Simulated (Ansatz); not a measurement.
# Be3AgS4: the cost of one run

Computed with Ansatz 0.2.0 (DFT PBE, scalar-relativistic, plane waves, PAW, unless a step's input says otherwise).

### 1 The system as given

Symmetry: Pm-3m, No. 221, cubic system. Conventional cell: a = 5.253 Å, b = 5.253 Å, c = 5.253 Å, α = 90.00°, β = 90.00°, γ = 90.00°. Be (site symmetry 4/mmm) is surrounded by 2 Ag at 2.63 Å and 4 S at 2.63 Å. Ag (site symmetry m-3m) has 6 Be at 2.63 Å in its first shell of neighbours. S (site symmetry 4/mmm) is surrounded by 4 Be at 2.63 Å and 2 S at 2.63 Å. S (site symmetry m-3m) is surrounded by 6 S at 2.63 Å.

Structure file:

```cif
data_structure
_symmetry_space_group_name_H-M 'Pm-3m'
_symmetry_Int_Tables_number 221
_cell_length_a 5.2530
_cell_length_b 5.2530
_cell_length_c 5.2530
_cell_angle_alpha 90.000
_cell_angle_beta 90.000
_cell_angle_gamma 90.000
_cell_volume 144.95
loop_
_atom_site_label
_atom_site_type_symbol
_atom_site_symmetry_multiplicity
_atom_site_Wyckoff_symbol
_atom_site_fract_x
_atom_site_fract_y
_atom_site_fract_z
_atom_site_occupancy
Be1 Be 3 c 0.00000 0.50000 0.50000 1
Ag1 Ag 1 b 0.50000 0.50000 0.50000 1
S1 S 3 d 0.50000 0.00000 0.00000 1
S2 S 1 a 0.00000 0.00000 0.00000 1
```

A structure generator made this guess: random cell by space group and Wyckoff sites (Pm-3m, No. 221). The dimensions are guesses.

### 2 A first look at the guess

File input.yaml:

```yaml
crystal:
  lattice:
    - [5.25297291, 0.0, 0.0]
    - [0.0, 5.25297291, 0.0]
    - [0.0, 0.0, 5.25297291]
  atoms:
    - { symbol: Be, position: [0.0, 0.5, 0.5] }
    - { symbol: Be, position: [0.5, 0.0, 0.5] }
    - { symbol: Be, position: [0.5, 0.5, 0.0] }
    - { symbol: Ag, position: [0.5, 0.5, 0.5] }
    - { symbol: S, position: [0.5, 0.0, 0.0] }
    - { symbol: S, position: [0.0, 0.5, 0.0] }
    - { symbol: S, position: [0.0, 0.0, 0.5] }
    - { symbol: S, position: [0.0, 0.0, 0.0] }
basis:
  ecutwfc: 420
kpoints:
  mp_grid: { grid: [4, 4, 4] }
hamiltonian:
  xc: pbe
scf:
  occupations: { method: gaussian, width: 0.1 }
  lower_state_search: "off"
output:
  forces: true
  stress: true
  eigenvalues: true
```

The run is started by

```sh
> ansatz run input.yaml --threads 1 --pin off --max-ram 2560MiB --backend cpu --events-out ev --progress --plain --runs-dir out
```

What time and memory should one allow on 1 thread of Intel Xeon Platinum 8259CL at 2.50GHz (Skylake/Cascade Lake), shared host?

About 3.1 s, with a peak of 0.43 GiB.
